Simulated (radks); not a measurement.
**Br⁴⁺ in [Ar] 3d10 4s2 4p1: an all-electron calculation**

An exercise on one series of results from a longer session: the logs are not shown, and one member is left open.

Program: radks (a radial shooting solver on a logarithmic mesh, Libxc functionals) version 1. Level of theory: scalar-relativistic Kohn-Sham, Wu-Cohen GGA, spin-polarised, spherical densities, finite nucleus; open shells are filled with parallel spins first. These are calculated values, not measurements, unless marked.

**The system**

| Quantity | Value |
| --- | --- |
| element | bromine (Z = 35) |
| charge | +4 |
| electrons | 31 |
| configuration | [Ar] 3d10 4s2 4p1 |
| nuclear rms radius | 4.1629 fm |

Outer shells as boxes (Hund's rule):

Br⁴⁺
```
[Ar] core
3d [↑↓][↑↓][↑↓][↑↓][↑↓]
4s [↑↓]
4p [↑ ][  ][  ]
```

Set-up of the first run:

Input:

```text
Z 35
configuration [Ar] 3d10 4s2 4p1
relativity scalar-relativistic
functional wc,pbe
spin polarised
nucleus finite rms 4.1629 fm
c 137.035999084
```

One of the session's tables, all rows but one given; the rest of the session is left out.

It belongs to the step «Radial structure». From the orbitals of this run (lengths in bohr):

```
  level      <r>  outermost maximum (interpolated)  90 % within  nodes
  1s up  0.04276                            0.0279       0.0765      0
1s down  0.04276                            0.0279       0.0765      0
  2s up   0.1896                             0.159        0.293      1
2s down   0.1896                             0.159        0.293      1
  2p up   0.1654                             0.127        0.270      0
2p down   0.1654                             0.127        0.270      0
  3s up   0.5512                             0.484        0.821      2
3s down   0.5511                             0.484        0.820      2
  3p up   0.5634                             0.481        0.860      1
3p down   0.5631                             0.481        0.859      1
  3d up        ?                                 ?            ?      ?
3d down   0.5847                             0.430        0.961      0
  4s up    1.504                              1.35         2.18      3
4s down    1.500                              1.34         2.18      3
  4p up    1.684                              1.50         2.46      2
4p down    1.686                              1.49         2.47      2
```

Q: Estimate the row for 3d up from the others.

**Answer.** <r>: 0.5862; outermost maximum (interpolated): 0.430; 90 % within: 0.964; nodes: 0. In the column «<r>» it lies between 3d down (0.5847) and 4s down (1.500).

To keep in mind: Open shells are spherical and high-spin; term and fine-structure splittings are not resolved.
